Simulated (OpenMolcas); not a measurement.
**Ir⁶⁺ among point charges: CASSCF and CASPT2 levels and susceptibility**

Aim: the splitting of the states of Ir⁶⁺ in the field of 3 point charges, its lowest levels with spin-orbit coupling and its magnetic susceptibility.

Program: OpenMolcas 26.06. Level of theory: state-averaged CASSCF and CASPT2, spin-orbit coupling by RASSI with atomic mean-field integrals. These are calculated values, not measurements, unless marked.

## Step 1: What is computed

```
Species                           : Ir⁶⁺ (iridium, Z = 77, 71 electrons)
Basis                             : ANO-RCC-VDZP [7s6p4d2f], 59 functions
Scalar Hamiltonian                : DKH2, point nucleus
Inactive shells                   : 1s 2s 2p 3s 3p 3d 4s 4p 4d 4f 5s 5p
Active space                      : 3 electrons in 5 orbitals (5d)
Some configurations of this space : 5d3
Orbitals                          : optimised for each spin and parity, averaged over all roots
```

Outer shells as boxes (Hund's rule):

5d3
```
5d [↑ ][↑ ][↑ ][  ][  ]
```

The ion sits among 3 point charges of -2.5 e arranged as a planar triangle (D3h), 1.95 Å from the ion.

Each step is its own input file, run in one work folder so that later steps find the files of earlier ones. Labels, J, g values, rates, χT and fits are worked out afterwards by a script from the matrices that RASSI stores.

## Step 2: Basis and integrals

The input, a.inp:

```
&GATEWAY
Coord
1

Ir 0.0 0.0 0.0
Basis=ANO-RCC-VDZP
Group=NoSym
NoMove
AngMom=0.0 0.0 0.0
AMFI
XField
3 Angstrom 0
1.950000 0.000000 0.000000 -2.500000
-0.975000 1.688750 0.000000 -2.500000
-0.975000 -1.688750 0.000000 -2.500000
&SEWARD
```

The run is started by

```
$ OMP_NUM_THREADS=1 MOLCAS_MEM=1689 MOLCAS_PROJECT=a pymolcas a.inp > a.log
```

## Step 3: CASSCF: quartets, 10 roots

The input, a.inp:

```
&RASSCF
FileOrb=start.orb
Symmetry=1
Spin=4
nActEl=3 0 0
Inactive=34
Ras2=5
CIRoot=10 10 1
SDav=10
CIMx=300
Iter=120 100
PrWF=0.3
OrbListing=Nothing
MaxOrb=0
>>> COPY $Project.JobIph JOB001
```

start.orb holds the contracted functions of the basis, ordered by shell, or the orbitals of the step before.

## Step 4: Reference wave functions, doublets, 40 roots

The input, a.inp:

```
&RASSCF
FileOrb=start.orb
Symmetry=1
Spin=2
nActEl=3 0 0
Inactive=34
Ras2=5
CIRoot=40 40 1
SDav=40
CIMx=300
Iter=120 100
PrWF=0.3
OrbListing=Nothing
MaxOrb=0
>>> COPY $Project.JobIph JOB002
```

## Step 5: RASSI: spin-orbit coupling between the states

The input, a.inp:

```
&RASSI
NrOfJobIphs=2 10 40
1 2 3 4 5 6 7 8 9 10
1 2 3 4 5 6 7 8 9 10 11 12 13 14 15 16 17 18 19 20 21 22 23 24 25 26 27
28 29 30 31 32 33 34 35 36 37 38 39 40
IphNames
JOB001
JOB002
EJob
SpinOrbit
DIPRint=1.0
SOCoupling=1000.0
Subsets=2
Property=9
'ANGMOM' 1 'ANGMOM' 2 'ANGMOM' 3 'MLTPL  1' 1 'MLTPL  1' 2 'MLTPL  1' 3
'AMFI' 1 'AMFI' 2 'AMFI' 3
SOProperty=3
'ANGMOM' 1 'ANGMOM' 2 'ANGMOM' 3
```

## Step 6: CASPT2: IPEA 0.25, imaginary shift 0.1 (closed shells correlated: 4f 5s 5p)

The input, a.inp:

```
>>> COPY JOB001 $Project.JobIph
&CASPT2
Multistate=10 1 2 3 4 5 6 7 8 9 10
NoMult
Frozen=23
IPEA=0.25
Imaginary=0.1
MaxIter=60
WThr=0.0 0.3 0.05
PrWF=0.5
NoMix
>>> COPY JOB002 $Project.JobIph
&CASPT2
Multistate=40 1 2 3 4 5 6 7 8 9 10 11 12 13 14 15 16 17 18 19 20 21 22
23 24 25 26 27 28 29 30 31 32 33 34 35 36 37 38 39 40
NoMult
Frozen=23
IPEA=0.25
Imaginary=0.1
MaxIter=60
WThr=0.0 0.3 0.05
PrWF=0.5
NoMix
```

(Steps that only read results are left out.)

Q: Predict the outcome of this session. Wanted: spin-free ground state; first state of the same spin within the active space; lowest level; next level.

**Answer**, as computed:

| quantity | value |
| --- | --- |
| method | SS-CASPT2, IPEA 0.25, imaginary shift 0.1 (closed shells correlated: 4f 5s 5p) |
| spin-free ground state | 4A2, 1-fold in its orbital part |
| first state of the same spin within the active space | 4A1 at 6440 cm⁻¹ |
| lowest level | 2-fold E3/2, g = 0.00, 0.00, 2.43 |
| next level | 3916.3 cm⁻¹ |
| χT at 300 K | 0.21 cm³ K/mol |
| effective moment at 300 K | 1.29 μB |

Cost by method:

```tsv
method	time of its own steps	time with the reference
A. CASSCF	8.2 s	8.2 s
B. SS-CASPT2, IPEA 0.25, imaginary shift 0.1, +4f 5s 5p	7.7 s	16 s
```

Times are of one thread on a shared host.

What this shows: The spin-free ground state (4A2) comes to 59 % from free-ion P terms and keeps the highest spin of the shell. χT at 300 K is 0.21, against 1.88 cm³ K/mol for the spin alone, so spin-orbit coupling lowers it. CASPT2 does not keep the components of a term degenerate, and the means are used. The field of point charges can differ much from that of real complexes. Point charges carry no covalency, so the field is a model and not that of real ligands.
